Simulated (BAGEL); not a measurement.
# AlHSBr (SMILES [SH][Al][Br]) at ROHF/cc-pVDZ (density fitting with qzvpp-jkfit)

What is the energy change on altering one bond length of AlHSBr at ROHF/cc-pVDZ (density fitting with qzvpp-jkfit)? 

Program for the calculation: BAGEL 1.2.2.

3 further runs of the same task are left out: 1 for a known fault of the program, 1 that didn't finish, 1 set aside as unsound or not needed.

## 1. Starting point

AlHSBr: 4 atoms, total charge 0, spin state doublet. As SMILES, `[SH][Al][Br]`. Geometry: relaxed at PBE0-D4/def2-TZVP.

Bond lengths: S1–Al2 2.193 Å, Al2–Br3 2.270 Å, S1–H4 1.345 Å. Angles: S1–Al2–Br3 115.4°, Al2–S1–H4 93.0°.

## 2. The energy at ROHF/cc-pVDZ (density fitting with qzvpp-jkfit)

The input, input.json:

```json
{ "bagel" : [

{
  "title" : "molecule",
  "basis" : "cc-pvdz.json",
  "df_basis" : "qzvpp-jkfit",
  "angstrom" : true,
  "geometry" : [
    { "atom" : "S", "xyz" : [    0.335000,    1.032000,   -0.766800 ] },
    { "atom" : "Al", "xyz" : [   -0.343200,   -0.500000,    0.648800 ] },
    { "atom" : "Br", "xyz" : [    0.369500,   -2.610800,    0.213000 ] },
    { "atom" : "H", "xyz" : [   -0.305700,    2.018500,   -0.115400 ] }
  ]
},
{ "title" : "rohf", "nopen" : 1 },
{ "title" : "print", "file" : "orbitals.molden", "orbitals" : true }

]}
```

The basis set cc-pVDZ is read from a file made from the Basis Set Exchange's data (not shown).

Command:

```
$ BAGEL_NUM_THREADS=1 BAGEL input.json > input.out
```

Log:

```text
* using 1 threads per process

  ===============================================================
  ===============================================================

  *** Geometry ***

  { "atom" : "S", "xyz" : [      0.633058,      1.950197,     -1.449042 ] },
  { "atom" : "Al", "xyz" : [     -0.648554,     -0.944863,      1.226054 ] },
  { "atom" : "Br", "xyz" : [      0.698254,     -4.933697,      0.402512 ] },
  { "atom" : "H", "xyz" : [     -0.577689,      3.814412,     -0.218074 ] },

  Number of auxiliary basis functions:      540

  Since a DF basis is specified, we compute 2- and 3-index integrals:
    o Being stored without compression. Storage requirement is 0.020 GB

  Number of basis functions:       68
  Number of electrons      :       65

    * METHOD: MOLECULE                             0.27

  *** Open-shell HF ***

  === Nuclear Repulsion ===
   247.6600993597

      * DIIS with orbital gradients will be used.

  === ROHF iteration (cc-pvdz.json) ===
      0      -3212.45029394          0.01260715           0.16
      1      -3212.49747421          0.00610187           0.15
      2      -3212.50764384          0.00279523           0.16
      3      -3212.51035097          0.00119683           0.15
      4      -3212.51153415          0.00029296           0.15
      5      -3212.51174694          0.00009372           0.15
      6      -3212.51177742          0.00001972           0.15
      7      -3212.51178306          0.00000629           0.15
      8      -3212.51178475          0.00000194           0.15
      9      -3212.51178515          0.00000072           0.16
     10      -3212.51178520          0.00000027           0.16
     11      -3212.51178518          0.00000009           0.15
     12      -3212.51178518          0.00000004           0.15
     13      -3212.51178518          0.00000001           0.15
     14      -3212.51178518          0.00000001           0.15
    * SCF iteration converged.

    * S^2 (ROHF) is 0.7500

    * Permanent dipole moment:
           (    0.555656,    -0.610004,    -0.632957) a.u.

    * METHOD: ROHF                                 2.54

    * METHOD: PRINT                                0.01

  ===============================================================
```

Wall time 3 s (1 thread of Arm Neoverse V1, shared host); peak memory 0.12 GiB.

## 3. The distorted shape at the same level

The input, job.json:

```json
{ "bagel": [

{
  "title": "molecule",
  "basis": "cc-pvdz.json",
  "df_basis": "qzvpp-jkfit",
  "angstrom": true,
  "geometry": [
    { "atom": "S", "xyz": [       0.431099,       0.884034,      -0.864504 ] },
    { "atom": "Al", "xyz": [      -0.247101,      -0.647966,       0.551096 ] },
    { "atom": "Br", "xyz": [       0.465599,      -2.758766,       0.115296 ] },
    { "atom": "H", "xyz": [      -0.305700,       2.018500,      -0.115400 ] }
  ]
},

{ "title": "rohf", "charge": 0, "nopen": 1 },

{ "title": "print", "file": "orbitals.molden", "orbitals": true }

]}
```

The basis set cc-pVDZ is read from a file made from the Basis Set Exchange's data (not shown).

Command:

```
$ BAGEL_NUM_THREADS=1 BAGEL job.json > job.out
```

Log:

```text
* using 1 threads per process

  ===============================================================
  ===============================================================

  *** Geometry ***

  { "atom" : "S", "xyz" : [      0.814659,      1.670582,     -1.633676 ] },
  { "atom" : "Al", "xyz" : [     -0.466953,     -1.224478,      1.041421 ] },
  { "atom" : "Br", "xyz" : [      0.879855,     -5.213312,      0.217878 ] },
  { "atom" : "H", "xyz" : [     -0.577689,      3.814412,     -0.218074 ] },

  Number of auxiliary basis functions:      540

  Since a DF basis is specified, we compute 2- and 3-index integrals:
    o Being stored without compression. Storage requirement is 0.020 GB

  Number of basis functions:       68
  Number of electrons      :       65

    * METHOD: MOLECULE                             0.27

  *** Open-shell HF ***

  === Nuclear Repulsion ===
   246.6014005604

      * DIIS with orbital gradients will be used.

  === ROHF iteration (cc-pvdz.json) ===
      0      -3212.43341546          0.01283688           0.15
      1      -3212.48105176          0.00612155           0.15
      2      -3212.49158615          0.00287701           0.15
      3      -3212.49443341          0.00120117           0.15
      4      -3212.49568986          0.00028559           0.15
      5      -3212.49591296          0.00009004           0.15
      6      -3212.49594167          0.00001942           0.15
      7      -3212.49594683          0.00000591           0.15
      8      -3212.49594853          0.00000184           0.15
      9      -3212.49594893          0.00000067           0.15
     10      -3212.49594898          0.00000026           0.15
     11      -3212.49594896          0.00000008           0.15
     12      -3212.49594895          0.00000004           0.15
     13      -3212.49594895          0.00000001           0.15
     14      -3212.49594895          0.00000001           0.15
    * SCF iteration converged.

    * S^2 (ROHF) is 0.7500

    * Permanent dipole moment:
           (    0.548740,    -0.600929,    -0.625505) a.u.

    * METHOD: ROHF                                 2.48

    * METHOD: PRINT                                0.01

  ===============================================================
```

Run time: 2.9 s. Hardware: 1 thread of Arm Neoverse V1, shared host; peak memory 0.12 GiB.

## 4. Outcome

Level: ROHF/cc-pVDZ (density fitting with qzvpp-jkfit).

```
                                                         quantity           value
                                        first shape: total energy  -3212.51179 Eh
                                       first shape: dipole moment          2.64 D
                                                first shape: ⟨S²⟩           0.750
                                    distorted shape: total energy  -3212.49595 Eh
                                   distorted shape: dipole moment          2.61 D
                                            distorted shape: ⟨S²⟩           0.750
energy change with the S1–H4 bond stretched from 1.345 to 1.546 Å        0.431 eV
```

**Reading.** With the S1–H4 bond stretched from 1.345 to 1.546 Å the energy rises by 0.43 eV (41.6 kJ/mol). The first shape isn't relaxed at this level, so the change isn't measured from a minimum.
